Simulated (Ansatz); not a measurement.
# AsH3SSi (SMILES [SiH2]1S[AsH]1): functionals against CCSD(T) at one geometry

Aim: energy, forces and dipole at a structure displaced at random from a GFN2-xTB minimum, from CCSD(T) and from density functionals.

Method: single points in def2-TZVPP; program: Ansatz 0.2.0, Gaussian basis.

Correlated methods freeze the cores. Filled d shells of the heavier atoms are correlated.

## (1) The starting structure

6 atoms, charge 0, spin multiplicity 1.

Atoms are counted from 1 here; the program's logs count them from 0.

Bond lengths: Si1–S2 2.138 Å, Si1–As3 2.273 Å, Si1–H4 1.469 Å, Si1–H5 1.461 Å, S2–As3 2.265 Å, As3–H6 1.533 Å. Angles: S2–Si1–As3 61.7°, S2–Si1–H4 112.9°, S2–Si1–H5 111.0°, As3–Si1–H4 119.8°, As3–Si1–H5 123.5°, H4–Si1–H5 114.1°, Si1–S2–As3 62.1°, Si1–As3–S2 56.2°, Si1–As3–H6 93.5°, S2–As3–H6 96.6°.

As a file:

```
Si   -0.5387    0.1118   -0.5343
S     1.0840   -1.2703   -0.3648
As    0.1937   -0.4405    1.5450
H    -1.7620   -0.5037   -1.0658
H    -0.1243    1.3218   -1.2401
H     1.1113    0.7834    1.6495
```

## (2) CCSD(T)/def2-TZVPP

run/in.yaml

```yaml
crystal:
  periodic: [false, false, false]
  atoms:
    - {symbol: Si, position_ang: [-0.538700, 0.111800, -0.534300]}
    - {symbol: S, position_ang: [1.084000, -1.270300, -0.364800]}
    - {symbol: As, position_ang: [0.193700, -0.440500, 1.545000]}
    - {symbol: H, position_ang: [-1.762000, -0.503700, -1.065800]}
    - {symbol: H, position_ang: [-0.124300, 1.321800, -1.240100]}
    - {symbol: H, position_ang: [1.111300, 0.783400, 1.649500]}
basis:
  gaussian: {orbitals: def2-TZVPP}
correlation: {method: ccsd_t}
output: {forces: true}
```

No record of the launch command was kept for these runs.

## (3) PBE0-D4/def2-TZVPP

Changes to run/in.yaml since step 2:

```diff
@@ -11,3 +11,3 @@
   gaussian: {orbitals: def2-TZVPP}
-correlation: {method: ccsd_t}
-output: {forces: true}
+hamiltonian: {xc: pbe0, dispersion: d4}
+output: {forces: true, orbitals: {seedname: orbitals}}
```

## (4) wB97M-V/def2-TZVPP

Changes to run/in.yaml since step 3:

```diff
@@ -11,3 +11,3 @@
   gaussian: {orbitals: def2-TZVPP}
-hamiltonian: {xc: pbe0, dispersion: d4}
-output: {forces: true, orbitals: {seedname: orbitals}}
+hamiltonian: {xc: {name: wB97M-V}}
+output: {forces: true}
```

## (5) r2SCAN-D4/def2-TZVPP

Changes to run/in.yaml since step 4:

```diff
@@ -11,3 +11,3 @@
   gaussian: {orbitals: def2-TZVPP}
-hamiltonian: {xc: {name: wB97M-V}}
+hamiltonian: {xc: r2scan, dispersion: d4}
 output: {forces: true}
```

## (6) PBE-D4/def2-TZVPP

Changes to run/in.yaml since step 5:

```diff
@@ -11,3 +11,3 @@
   gaussian: {orbitals: def2-TZVPP}
-hamiltonian: {xc: r2scan, dispersion: d4}
+hamiltonian: {xc: pbe, dispersion: d4}
 output: {forces: true}
```

## (7) LC-wPBE/def2-TZVPP

Changes to run/in.yaml since step 6:

```diff
@@ -11,3 +11,3 @@
   gaussian: {orbitals: def2-TZVPP}
-hamiltonian: {xc: pbe, dispersion: d4}
+hamiltonian: {xc: {name: LC-wPBE}}
 output: {forces: true}
```

## (8) CAM-B3LYP-D4/def2-TZVPP

Changes to run/in.yaml since step 7:

```diff
@@ -11,3 +11,3 @@
   gaussian: {orbitals: def2-TZVPP}
-hamiltonian: {xc: {name: LC-wPBE}}
+hamiltonian: {xc: {name: CAM-B3LYP}, dispersion: d4}
 output: {forces: true}
```

(Steps that only read results are left out.)

Q: Predict the outcome of this session. Wanted: energy less free atoms, CCSD(T)/def2-TZVPP; RMS force component; RMS force error; HOMO and LUMO, PBE0-D4; T1 diagnostic.

As calculated:

```
                                  quantity                                                                                                value
energy less free atoms, CCSD(T)/def2-TZVPP                                                                                      -376.9 kcal/mol
                       RMS force component                                                                 0.325 to 0.408 eV/Å over the methods
                           RMS force error  PBE0-D4 0.129, wB97M-V 0.108, r2SCAN-D4 0.095, PBE-D4 0.170, LC-wPBE 0.321, CAM-B3LYP-D4 0.108 eV/Å
                    HOMO and LUMO, PBE0-D4                                                                                   -6.97 and -0.99 eV
                             T1 diagnostic                                                                                                0.013
```

Against CCSD(T) the functionals' energies less atoms differ by -21.3 to -3.9 kcal/mol, PBE-D4 by -21.3 kcal/mol. A larger basis would deepen the CCSD(T) value, while the functionals are nearly converged already, so the order here is not reliable. On forces the order runs from r2SCAN-D4 to LC-wPBE. Frozen-core CCSD(T) forces in triple zeta carry basis errors of their own, and this is one geometry, so small gaps rank nothing.
